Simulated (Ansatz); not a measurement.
# CHGeP (triplet): from Hartree-Fock to the top rungs, cc-pVDZ

One table from this session's results is given with a row withheld; the runs are named, their logs left out.

The runs use Ansatz 0.2.0, Gaussian basis; cc-pVDZ, core rule «outside noble gas», up to 20 orbitals frozen.

Plan: UHF; CCSD(T) on ROHF; CCSD(T) on UHF; BCCD(T) on ROHF; CISD; CCSDT(Q) on ROHF; CCSDT(Q) on UHF; CASSCF and MRCISD+Q, 10 electrons in 10 orbitals; CASSCF and NEVPT2, 10 electrons in 10 orbitals.

24 further runs of the same task are left out: 1 for a known fault of the program, 8 that didn't finish, 15 set aside as unsound or not needed.

## The system

The geometry is a PBE0/def2-TZVP stationary point (not a proven minimum). No spin-orbit coupling is included. The filled d shell of Ge may be among the frozen orbitals whatever the setting's name suggests; the logs give the count.

4 atoms, charge 0, spin multiplicity 3.

Atoms are counted from 1 here; the program's logs count them from 0.

Bond lengths: C1–P2 1.549 Å, C1–H4 1.070 Å, P2–Ge3 2.250 Å. Angles: P2–C1–H4 180.0°, C1–P2–Ge3 180.0°.

The first run:

Input file in.yaml:

```yaml
crystal:
  periodic: [false, false, false]
  atoms:
    - {symbol: C, position_ang: [0.000000, 0.000000, 1.069273]}
    - {symbol: P, position_ang: [0.000000, 0.000000, -0.479383]}
    - {symbol: Ge, position_ang: [0.000000, 0.000000, -2.729648]}
    - {symbol: H, position_ang: [0.000000, 0.000000, 2.139758]}
basis:
  gaussian: {orbitals: cc-pVDZ}
magnetization: {spin_polarized: true, initial_magnetization: 2}
hamiltonian: {xc: hf}
output: {orbitals: {seedname: orbitals}}
```

The run is started by

```console
ansatz run in.yaml --threads 1 --pin off --events-out ev --progress --plain --max-ram 2393MiB
```

Steps of the session up to this table: UHF; CCSD(T) on ROHF; CCSD(T) on UHF; BCCD(T) on ROHF; CISD; CCSDT(Q) on ROHF; CCSDT(Q) on UHF; CASSCF and MRCISD+Q, 10 electrons in 10 orbitals; CASSCF and NEVPT2, 10 electrons in 10 orbitals.

One of the session's tables, all rows but one given; the rest of the session is left out.

| method | from RCCSDT(Q) (meV) |
| --- | --- |
| ROHF | +9943.5 |
| UHF | +9201.1 |
| RMP2 | +1251.5 |
| UMP2 | +1974.1 |
| CISD | +1766.3 |
| RCCSD | +603.5 |
| UCCSD | +561.7 |
| RCCSD(T) | ? |
| UCCSD(T) | +120.0 |
| BCCD(T) | +88.5 |
| RCCSDT | +60.0 |
| UCCSDT | +45.8 |
| RCCSDT(Q) | 0 |
| UCCSDT(Q) | -6.2 |

Estimate the missing values for RCCSD(T).

As computed: from RCCSDT(Q) (meV): +85.9. In the column «from RCCSDT(Q) (meV)» it lies between RCCSDT (+60.0) and BCCD(T) (+88.5).

Left out of the table: CASSCF frontier, NEVPT2 frontier, MRCISD frontier, MRCISD+Q frontier (the active space lost an orbital or holds another state than full CI finds).

Caveats from the session: The determinant is far from a pure spin state, so its energy mixes those of several spin states (harmless only where they are near-degenerate, as at dissociation). Restricted and unrestricted rows rest on different reference determinants; where their highest levels disagree by more than a few hundredths of an eV, they describe different states and don't form one ladder. Warnings in the runs' records: passed over end.
